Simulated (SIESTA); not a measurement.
GeSb2Te4:

```
Te Sb Ge
1.0
    -3.05958    3.05958    6.05142
     3.05958   -3.05958    6.05142
     3.05958    3.05958   -6.05142
Te Sb Ge
4 2 1
Direct
  0.75184 0.75184 0.00000
  0.99838 0.49838 0.50000
  0.24816 0.24816 0.00000
  0.50162 0.00162 0.50000
  0.25000 0.75000 0.50000
  0.50000 0.50000 0.00000
  0.00000 0.00000 0.00000
```

The cell comes from a database or a generator and needn't be the stable form of this composition.

* Program: SIESTA 5.4.2
* Task: single point
* Functional: PBEsol
* Potentials or basis: PseudoDojo 0.4 standard (PBEsol files)
* Basis: DZP (energy shift 0.003 Ry; two zetas on semicore shells)
* Grid cutoff: 800 Ry
* Energy shift: 0.003 Ry
* k mesh: 6 × 6 × 6
* Occupations: fermi-dirac, width 0.05 eV
* Spin: no spin polarisation

On this cell: pressure -1.2 GPa; largest force 0.159 eV/Å; band gap on the k mesh none (metal or under the smearing width).

The same run follows on a disturbed copy (atoms moved at random, drawn with an rms of 0.05 Å):

```
CELL_PARAMETERS angstrom
-3.05958 3.05958 6.05142
3.05958 -3.05958 6.05142
3.05958 3.05958 -6.05142
ATOMIC_POSITIONS crystal
Te 0.75722 0.75638 0.01000
Te 0.99456 0.50456 0.50321
Te 0.24969 0.24178 0.99320
Te 0.50002 0.98813 0.48710
Sb 0.25235 0.75254 0.49969
Sb 0.49840 0.49557 0.99596
Ge 0.00798 0.00483 0.01274
```

What does the disturbed cell give?

The energy (extrapolated to zero smearing) moves by +3.2 meV/atom; pressure -1.1 GPa; largest force 0.363 eV/Å; band gap on the k mesh none (metal or under the smearing width).

Forces in eV/Å, atoms in the order of the input:
```
Te  -0.027 -0.066  0.165
Te  -0.119  0.050 -0.076
Te   0.093  0.005 -0.197
Te   0.204  0.017  0.300
Sb  -0.057  0.019 -0.215
Sb  -0.082  0.008  0.048
Ge  -0.012 -0.033 -0.024
```

Stress tensor (GPa, compression positive):
```
-1.35  0.01  0.06
 0.01 -1.38  0.00
 0.06  0.00 -0.45
```

Caveats: the basis of atomic orbitals isn't converged, which shifts pressures, moduli and gaps.
